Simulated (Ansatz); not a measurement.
What does this script print? It uses Ansatz's Python interface.

The script reads `aln.xyz`:
```text
2

Al    0.00000    0.00000    0.00000
N     0.00000    0.00000    1.85000
```

`tae_aln.py`:
```python
"""Energy to split AlN into its atoms."""

from collections import Counter

import ansatz

BASIS_SET = "6-31G*"
FUNCTIONAL = "hf"


def energy(molecule, charge=0, unpaired=0):
    calc = molecule.calculation().basis(gaussian=BASIS_SET).functional(FUNCTIONAL)
    if charge:
        calc = calc.charge(charge)
    if unpaired:
        calc = calc.spin("collinear", total=unpaired)
    return calc.run(threads=1, pin="off").report["free_energy_ev"]


def main() -> None:
    molecule = ansatz.Crystal.molecule_from_extxyz("aln.xyz")

    # Hund ground states
    unpaired = {"Al": 1, "N": 3}
    counts = Counter(site.symbol for site in molecule.cartesian_sites)
    atom_energy = {s: energy(ansatz.Crystal.molecule().atom(s, (0, 0, 0)), 0, unpaired[s]) for s in counts}
    whole = energy(molecule, 0, 2)
    for s, e in atom_energy.items():
        print(f"{s:2s} x{counts[s]}  {e:14.5f} eV")
    print(f"AlN: {whole:.5f} eV")
    split = sum(counts[s] * e for s, e in atom_energy.items()) - whole
    print(f"atomisation energy (no zero-point term): {split:.3f} eV, {split / sum(counts.values()):.3f} eV an atom")


if __name__ == "__main__":
    main()
```

```console
$ python tae_aln.py
Al x1     -6581.26357 eV
N  x1     -1479.90327 eV
AlN: -8062.02805 eV
atomisation energy (no zero-point term): 0.861 eV, 0.431 eV an atom
```

0.861 eV from the electronic energies, without the zero-point term.

These settings explore the input space; basis and method may be short of convergence. The geometry is a force-field or estimated start, not a minimum of this method, and the basis set is short of its limit. All parts are taken at fixed geometry, without zero-point energy. The species is open-shell (spin multiplicity 3). Hartree-Fock leaves correlation out, so bond, atomisation and ionisation energies come out well too low. The spin state was assumed, and another may lie lower. Timing: 2.4 s on 1 thread of Intel(R) Xeon(R) Processor @ 2.30GHz (shared host), peak memory 0.17 GiB.
